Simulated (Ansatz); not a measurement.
Geometry optimisation, Ansatz, DFT PBEsol, scalar-relativistic, plane waves, PAW.

Input:

```yaml
crystal:
  lattice:
    - [8.1, 0.0, 0.0]
    - [0.0, 8.1, 0.0]
    - [0.0, 0.0, 8.1]
  atoms:
    - { symbol: Al, position: [0.5, 0.0, 0.0] }
    - { symbol: Al, position: [0.75, 0.25, 0.0] }
    - { symbol: Al, position: [0.75, 0.0, 0.25] }
    - { symbol: Al, position: [0.0, 0.0, 0.0] }
    - { symbol: Al, position: [0.25, 0.25, 0.0] }
    - { symbol: Al, position: [0.5, 0.5, 0.0] }
    - { symbol: Al, position: [0.75, 0.75, 0.0] }
    - { symbol: Al, position: [0.25, 0.0, 0.25] }
    - { symbol: Al, position: [0.5, 0.25, 0.25] }
    - { symbol: Al, position: [0.75, 0.5, 0.25] }
    - { symbol: Al, position: [0.5, 0.0, 0.5] }
    - { symbol: Al, position: [0.75, 0.25, 0.5] }
    - { symbol: Al, position: [0.75, 0.0, 0.75] }
    - { symbol: Al, position: [0.0, 0.5, 0.0] }
    - { symbol: Al, position: [0.25, 0.75, 0.0] }
    - { symbol: Al, position: [0.0, 0.25, 0.25] }
    - { symbol: Al, position: [0.25, 0.5, 0.25] }
    - { symbol: Al, position: [0.5, 0.75, 0.25] }
    - { symbol: Al, position: [0.0, 0.0, 0.5] }
    - { symbol: Al, position: [0.25, 0.25, 0.5] }
    - { symbol: Al, position: [0.5, 0.5, 0.5] }
    - { symbol: Al, position: [0.75, 0.75, 0.5] }
    - { symbol: Al, position: [0.25, 0.0, 0.75] }
    - { symbol: Al, position: [0.5, 0.25, 0.75] }
    - { symbol: Al, position: [0.75, 0.5, 0.75] }
    - { symbol: Al, position: [0.0, 0.75, 0.25] }
    - { symbol: Al, position: [0.0, 0.5, 0.5] }
    - { symbol: Al, position: [0.25, 0.75, 0.5] }
    - { symbol: Al, position: [0.0, 0.25, 0.75] }
    - { symbol: Al, position: [0.25, 0.5, 0.75] }
    - { symbol: Al, position: [0.5, 0.75, 0.75] }
    - { symbol: Al, position: [0.0, 0.75, 0.75] }
    - { symbol: H, position: [0.2485207, 0.5092285, 0.0054723] }
basis:
  ecutwfc: 420.0
kpoints:
  mp_grid: { grid: [3, 3, 3] }
hamiltonian:
  xc: pbesol
scf:
  occupations: { method: gaussian, width: 0.05 }
  lower_state_search: "off"
relax:
  f_tol: 0.03
  max_steps: 60
  adjacent_minimum: "off"
```

Run as:

```bash
$ ansatz run input.yaml --threads 4 --pin off --max-ram 10240MiB --backend cpu --events-out ev --progress --plain --runs-dir out
```

Q: Where does it end, and by what steps?

A: The run converged. Limits of this set-up: odd electron count without spin, a small cell, in which the defect meets its images, a typed lattice constant that wasn't relaxed here. After 3 steps the energy has fallen by 0.055 eV; H33 moved furthest, 0.07 Å.

| step | energy less start (eV) | largest force component (eV/Å) | accepted |
| --- | --- | --- | --- |
| 0 | 0.0000 | 0.446 | yes |
| 1 | -0.0524 | 0.054 | yes |
| 2 | -0.0541 | 0.033 | yes |
| 3 | -0.0555 | 0.005 | yes |

```xyz
33
Lattice="8.1000 0.0000 0.0000 0.0000 8.1000 0.0000 0.0000 0.0000 8.1000" Properties=species:S:1:pos:R:3
Al 4.060 0.002 0.001
Al 6.075 2.016 0.001
Al 6.075 0.002 2.033
Al -0.011 0.002 0.001
Al 2.025 1.981 0.001
Al 4.096 4.052 0.001
Al 6.075 6.087 0.001
Al 2.025 0.002 2.037
Al 4.047 2.030 2.023
Al 6.075 4.052 2.037
Al 4.057 0.002 4.051
Al 6.075 2.019 4.051
Al 6.075 0.002 6.069
Al -0.047 4.052 0.001
Al 2.025 6.125 0.001
Al 0.003 2.030 2.023
Al 2.025 4.052 2.074
Al 4.047 6.074 2.023
Al -0.008 0.002 4.051
Al 2.025 2.016 4.051
Al 4.060 4.052 4.051
Al 6.075 6.084 4.051
Al 2.025 0.002 6.066
Al 4.047 2.030 6.079
Al 6.075 4.052 6.066
Al 0.003 6.074 2.023
Al -0.011 4.052 4.051
Al 2.025 6.087 4.051
Al 0.003 2.030 6.079
Al 2.025 4.052 6.030
Al 4.047 6.074 6.079
Al 0.003 6.074 6.079
H 2.023 4.062 0.007
```

Whether the end is a true minimum wasn't checked by a vibrational analysis.

Run time: 67 s on 4 threads of Arm Neoverse N1, on a shared host, peak memory 1.3 GiB.
